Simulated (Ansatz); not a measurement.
**Ti: a line through an energy map**

An exercise on one series of results from a longer session: the logs are not shown, and one member is left open.

Program: Ansatz 0.2.0. Level of theory: DFT PBEsol, scalar-relativistic, plane waves, PAW. These are calculated values, not measurements.

26 further runs of the same task are left out: 26 set aside as unsound or not needed.

### The structure to begin with

The structure is cubic, space group Im-3m (No. 229). Conventional cell: a = 3.210 Å, b = 3.210 Å, c = 3.210 Å, α = 90.00°, β = 90.00°, γ = 90.00°. Ti (site symmetry m-3m) has 8 Ti at 2.78 Å as nearest neighbours.

Coordinates:

```
CELL_PARAMETERS angstrom
-1.60495 1.60495 1.60495
1.60495 -1.60495 1.60495
1.60495 1.60495 -1.60495
ATOMIC_POSITIONS crystal
Ti 0.00000 0.00000 0.00000
```

It is the result of an earlier relaxation at this level (volume 16.54 Å³/atom; gap on the mesh: none (metal)).

### What is varied

The energy is mapped over volume and the cell's shape.

The axes are (1) volume per atom: 7 values from 13.89 to 19.18 Å³; (2) c/a of the conventional cell: 9 values from 0.861 to 1.566.

Nothing else is relaxed (symmetry fixes all fractional coordinates). Energies count from the relaxed crystal. Points are written as (first, second).

The first run:

The input, input.yaml:

```yaml
crystal:
  lattice:
    - [-1.5525366027, 1.5525366027, 1.4407539673]
    - [1.5525366027, -1.5525366027, 1.4407539673]
    - [1.5525366027, 1.5525366027, -1.4407539673]
  atoms:
    - { symbol: Ti, position: [0.0, 0.0, 0.0] }
basis:
  ecutwfc: 520.0
kpoints:
  mp_grid: { grid: [22, 22, 22] }
hamiltonian:
  xc: pbesol
  pseudopotentials: { kind: paw, azcp: { folder: soft_1 } }
scf:
  occupations: { method: gaussian, width: 0.15 }
output:
  forces: true
  stress: true
  eigenvalues: true
```

Run with:

```console
ansatz run input.yaml --threads 1 --pin off --max-ram 2048MiB --backend cpu --events-out ev --progress --plain --runs-dir out
```

Steps of the session up to this table: Grid point (13.89 Å³, 0.928); Grid point (15.65 Å³, 0.928); Grid point (16.54 Å³, 0.928); Point (18.30 Å³, 0.928); Point (19.18 Å³, 0.928).

One table of the session follows, with a row left open; its other results are not shown here.

| volume per atom (Å³) | energy (meV/atom) | slope (meV/atom per Å³) | pressure (GPa) |
| --- | --- | --- | --- |
| 13.89 | 187 | −163 | 26.1 |
| 14.77 | 74 | −96 | 15.4 |
| 15.65 | ? | ? | ? |
| 16.54 | −5 | −1 | 0.1 |
| 17.42 | 9 | 33 | −5.3 |
| 18.30 | 50 | 60 | −9.5 |
| 19.18 | 113 | 81 | −12.9 |

Estimate the missing values for volume per atom (Å³) = 15.65.

Worked estimate for «energy (meV/atom)». A straight line through the neighbours (14.77, 74) and (16.54, −5) gives 74 + (−5 − 74) × (15.65 − 14.77) / (16.54 − 14.77) = 35; a parabola fitted to 4 rows on both sides gives 13.

**Answer.** energy (meV/atom): 13; slope (meV/atom per Å³): −43; pressure (GPa): 6.9. In «energy (meV/atom)» the line misses by +22 and the parabola by +0.

Energies count from the relaxed crystal. Rows without a step come from runs not printed here or follow by symmetry. Slopes come from the forces (and the stress, where the cell changes), not from differences of energies.

In words: Along the line the energy is lowest at 16.54 Å³, −5 meV/atom from the zero. A fit to energies and slopes at the lowest point and its two neighbours puts the minimum at 16.559 Å³, with a curvature of about 43 meV/atom per (Å³)². V·d²E/dV² there is about 110 GPa, a bulk modulus under this line's constraint. The well is lopsided: two grid steps out, the energy rises by 79 meV/atom towards smaller values and 56 meV/atom towards larger ones. The highest point computed, at 13.89 Å³, lies 193 meV/atom above the lowest. This is one cut through a surface in two coordinates; the map's lowest point lies off it.

To keep in mind: Warnings in the runs' records: pseudo functional mismatch.
